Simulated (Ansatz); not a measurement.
# C2H3F3GaN: the cost of one run

The runs use Ansatz 0.2.0, Gaussian basis; the settings change from run to run.

**1. The molecule**

An earlier PBE0-D4 in a triple-zeta def2 set relaxation fixed the geometry.

SMILES `CC#[N+][Ga-]([F])([F])[F]`, 10 atoms, charge 0, spin multiplicity 1.

Atoms are counted from 1 here; the program's logs count them from 0.

Bond lengths: C1–C2 1.440 Å, C1–H8 1.091 Å, C1–H9 1.091 Å, C1–H10 1.091 Å, C2–N3 1.141 Å, N3–Ga4 2.049 Å, Ga4–F5 1.751 Å, Ga4–F6 1.751 Å, Ga4–F7 1.751 Å. Angles: C2–C1–H8 109.5°, C2–C1–H9 109.5°, C2–C1–H10 109.5°, H8–C1–H9 109.5°, H8–C1–H10 109.5°, H9–C1–H10 109.5°, C1–C2–N3 180.0°, C2–N3–Ga4 179.7°, N3–Ga4–F5 100.4°, N3–Ga4–F6 100.3°, N3–Ga4–F7 100.4°, F5–Ga4–F6 116.9°, F5–Ga4–F7 116.9°, F6–Ga4–F7 116.9°.

**2. revPBE0/cc-pVTZ**

This run has D3(BJ) with three-body dispersion.

in.yaml

```yaml
crystal:
  periodic: [false, false, false]
  atoms:
    - {symbol: C, position_ang: [-0.014170, -1.188199, 1.901452]}
    - {symbol: C, position_ang: [0.001419, -0.430098, 0.677044]}
    - {symbol: N, position_ang: [0.013432, 0.171209, -0.293096]}
    - {symbol: Ga, position_ang: [0.032145, 1.258508, -2.029360]}
    - {symbol: F, position_ang: [1.731494, 1.166694, -2.439688]}
    - {symbol: F, position_ang: [-0.556961, 2.798119, -1.439933]}
    - {symbol: F, position_ang: [-1.069831, 0.311361, -3.005643]}
    - {symbol: H, position_ang: [-0.367110, -2.200525, 1.698207]}
    - {symbol: H, position_ang: [0.994406, -1.230948, 2.315740]}
    - {symbol: H, position_ang: [-0.681724, -0.707321, 2.618276]}
basis:
  gaussian: {orbitals: cc-pVTZ}
hamiltonian: {xc: {name: revPBE0}, dispersion: d3bjatm}
output: {forces: true}
```

Run with:

```
$ ansatz run in.yaml --threads 4 --pin off --events-out ev --progress --plain --max-ram 11315MiB
```

**Question.** How long does this run take on 4 threads of Arm Neoverse V2, shared host, and how much memory does it need?

About 4.5 s, with a peak of 0.83 GiB.
